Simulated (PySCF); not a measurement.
# C3HN3O3Sn (SnH(NCO)3): the cost of one run

The runs use PySCF 2.14.0, with density-fitted response routines of our own; the level of theory stands in each step. All values are computed, except where a source is named. Atoms are numbered from 0 throughout.

### 1 Starting geometry

11 atoms, charge 0, multiplicity 1; geometry from: GFN2-xTB. The atoms were then displaced at random by about 0.03 Å, so the start is not that level's minimum.

Bonds of the start (Å): Sn0–H1 1.61, Sn0–N2 1.86, Sn0–N5 2.07, Sn0–N8 1.90, N2–C3 1.31, C3–O4 1.08, N5–C6 1.16, C6–O7 1.17, N8–C9 1.23, C9–O10 1.16.

### 2 Relaxing the molecule at PBE0-D3(BJ)/def2-SVP

Job settings and geometry (Å):

```
{"job": {"xc": "PBE0", "basis": "def2-SVP", "d3": "d3bj", "grid": 1, "maxiter": 40, "shake": 0.03, "kind": "geom"}, "charge": 0, "multiplicity": 1}
Sn     0.104110    -0.062390     1.032200
H      0.084630     0.027540     2.641650
N      1.796820    -0.023140     0.258890
C      2.834460    -0.011520    -0.534910
O      3.624340    -0.042920    -1.274870
N     -0.896040     1.620710     0.346510
C     -1.339910     2.347120    -0.441130
O     -1.810590     3.138430    -1.159610
N     -0.920660    -1.564750     0.467000
C     -1.426620    -2.361540    -0.318320
O     -1.952480    -3.153030    -0.986530
```

Started as:

```console
> OMP_NUM_THREADS=1 python probes_run.py task.json out
```

This one command runs all jobs of the session in turn.

Q: Estimate the wall time and peak memory of this first job on 1 thread of Arm Neoverse V2, shared host.

About 2.1 min, with a peak of 0.62 GiB.
